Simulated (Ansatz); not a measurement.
Y₃Ga, space group Pm-3m, a comparison of functionals at one structure

Computed with Ansatz's Python interface.

The script reads `POSCAR_y3ga`:
```text
Y3Ga
1.0
   4.75707700    0.00000000    0.00000000
   0.00000000    4.75707700    0.00000000
   0.00000000    0.00000000    4.75707700
Y Ga
3 1
Direct
   0.50000000    0.00000000    0.50000000
   0.50000000    0.50000000    0.00000000
   0.00000000    0.50000000    0.50000000
   0.00000000    0.00000000    0.00000000
```

Typed at the interpreter:
```pycon
>>> import warnings
>>> import ansatz
>>> from ase.io import read
>>> from tabulate import tabulate
>>> warnings.simplefilter("ignore", ansatz.DeckWarning)
>>> atoms = read("POSCAR_y3ga", format="vasp")
>>> y3ga = ansatz.Crystal.from_ase(atoms)
>>> y3ga.resolved().sites[-1]
Site(symbol='Ga', position=(0.0, 0.0, 0.0), moment=None, axis=None, held=None, saved=None)
>>> base = y3ga.calculation()
>>> base = base.pseudopotentials("paw")
>>> base = base.basis(23 * ansatz.Ha).kpoints(density=3.1)
>>> base = base.occupations("fermi_dirac", width=100 * ansatz.meV)
>>> base = base.forces()
>>> base = base.stress()
>>> rows = []
>>> for value in ["r2scan", "lda", "blyp"]:
...     r = base.functional(value).run(threads=1).report
...     rows.append((value, r["free_energy_ev"] / len(r["lattice"]["sites"]), r["n_iterations"], sum(r["stress_gpa"][i][i] for i in range(3)) / 3, max(abs(f) for row in r["forces_ev_ang"] for f in row), r["n_kpoints"]))
...
>>> print(tabulate(rows, headers=["functional", "F/atom (eV)", "iterations", "P (GPa)", "max component (eV/A)", "k-points"], floatfmt=".4f", tablefmt="simple"))
functional      F/atom (eV)    iterations    P (GPa)    max component (eV/A)    k-points
------------  -------------  ------------  ---------  ----------------------  ----------
r2scan           -3842.6274             8    -0.6208                  0.0000          10
lda              -3736.1819             7    -4.7695                  0.0000          10
blyp             -3844.3319             8     1.5715                  0.0000          10
```

From lowest to highest: LDA (-4.8 GPa), r2SCAN (-0.6 GPa) and BLYP (1.6 GPa). At a fixed cell a lower pressure usually means a smaller equilibrium volume, so LDA prefers the smallest cell and BLYP the largest.

Reading the output:
- No spin polarisation was allowed.
- BLYP can be off by several per cent in the lattices of metals, and by several GPa in the pressure at a fixed cell.
- The mesh is modest for a metal, so energies can be off by several to tens of meV an atom and pressures by half a GPa or more; differences at equal mesh fare better.
- Forces vanish by symmetry here and test nothing.
- Pressure is positive in compression.
- The structure comes from a database of computed cells and needn't be a stable or known phase.
- Total energies of different functionals can't be compared; pressures, moments and gaps at this one structure can.
- Hardware and time: 20 s on 1 thread of Intel(R) Xeon(R) Platinum 8175M CPU @ 2.50GHz (Skylake/Cascade Lake), on a shared host, peak memory 0.82 GiB.
